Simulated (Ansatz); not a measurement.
# Ti2Ga: structure and electronic properties

The task here is to estimate one member of a computed series from the others.

Program: Ansatz 0.2.0. Level of theory: DFT r2SCAN, scalar-relativistic, plane waves, PAW. These are calculated values, not measurements.

## The structure to begin with

It takes space group P6_3/mmc (No. 194, hexagonal). The conventional cell has a = 4.510 Å, b = 4.510 Å, c = 5.500 Å, α = 90.00°, β = 90.00°, γ = 120.00°. Ti (site symmetry -6m2) has 5 Ga at 2.60 to 2.75 Å and 6 Ti at 2.94 Å as nearest neighbours. Ti (site symmetry -3m) is surrounded by 8 Ti at 2.75 to 2.94 Å and 6 Ga at 2.94 Å. Ga (site symmetry -6m2) has 11 Ti at 2.60 to 2.94 Å as nearest neighbours.

Coordinates:

```cif
data_structure
_symmetry_space_group_name_H-M 'P6_3/mmc'
_symmetry_Int_Tables_number 194
_cell_length_a 4.5100
_cell_length_b 4.5100
_cell_length_c 5.5000
_cell_angle_alpha 90.000
_cell_angle_beta 90.000
_cell_angle_gamma 120.000
_cell_volume 96.88
loop_
_atom_site_label
_atom_site_type_symbol
_atom_site_symmetry_multiplicity
_atom_site_Wyckoff_symbol
_atom_site_fract_x
_atom_site_fract_y
_atom_site_fract_z
_atom_site_occupancy
Ti1 Ti 2 d 0.33333 0.66667 0.75000 1
Ti2 Ti 2 a 0.00000 0.00000 0.00000 1
Ga1 Ga 2 c 0.33333 0.66667 0.25000 1
```

The structure comes from the Crystallography Open Database.

The first run:

(A quick probe on a coarse mesh, which set the mesh and smearing, is not shown.)

input.yaml reads:

```yaml
crystal:
  lattice:
    - [4.5099980207, 0.0, 0.0]
    - [-2.2549990103, 3.9057728569, 0.0]
    - [0.0, 0.0, 5.5]
  atoms:
    - { symbol: Ti, position: [0.3333333333, 0.6666666667, 0.75] }
    - { symbol: Ti, position: [0.6666666667, 0.3333333333, 0.25] }
    - { symbol: Ti, position: [0.0, 0.0, 0.0] }
    - { symbol: Ti, position: [0.0, 0.0, 0.5] }
    - { symbol: Ga, position: [0.3333333333, 0.6666666667, 0.25] }
    - { symbol: Ga, position: [0.6666666667, 0.3333333333, 0.75] }
basis:
  ecutwfc: 500
kpoints:
  mp_grid: { grid: [9, 9, 8] }
hamiltonian:
  xc: r2scan
scf:
  occupations: { method: gaussian, width: 0.1 }
output:
  forces: true
  stress: true
  eigenvalues: true
relax:
  adjacent_minimum: "off"
  f_tol: 0.005
  max_steps: 80
  cell: { stress_tol: 0.05 }
```

Steps of the session up to this table: Full relaxation; Electronic structure at the relaxed geometry; Volume × 0.97; Point at V/V0 = 1.03; The cell scaled to 0.94 of its volume; The cell scaled to 1.06 of its volume.

One of the session's tables, all rows but one given; the rest of the session is left out.

It belongs to the step «Energy against volume». 

| volume (Å³/atom) | energy above the lowest point (meV/atom) | pressure (GPa) |
| --- | --- | --- |
| 15.000 | 25.3 | 8.98 |
| 15.479 | ? | ? |
| 15.958 | 0.0 | 0.00 |
| 16.437 | 5.6 | -3.58 |
| 16.915 | 21.1 | -6.66 |

Q: Estimate the row for volume (Å³/atom) = 15.479 from the others.

Worked estimate for «energy above the lowest point (meV/atom)». A straight line through the neighbours (15.000, 25.3) and (15.958, 0.0) gives 25.3 + (0.0 − 25.3) × (15.479 − 15.000) / (15.958 − 15.000) = 12.7; a parabola fitted to 3 rows on both sides gives 6.6.

The run gave: energy above the lowest point (meV/atom): 6.0; pressure (GPa): 4.15. In «energy above the lowest point (meV/atom)» the line misses by +6.7 and the parabola by +0.6.

Caveats from the session: The start is a reported cell, which holds thermal expansion that this zero-temperature run lacks.
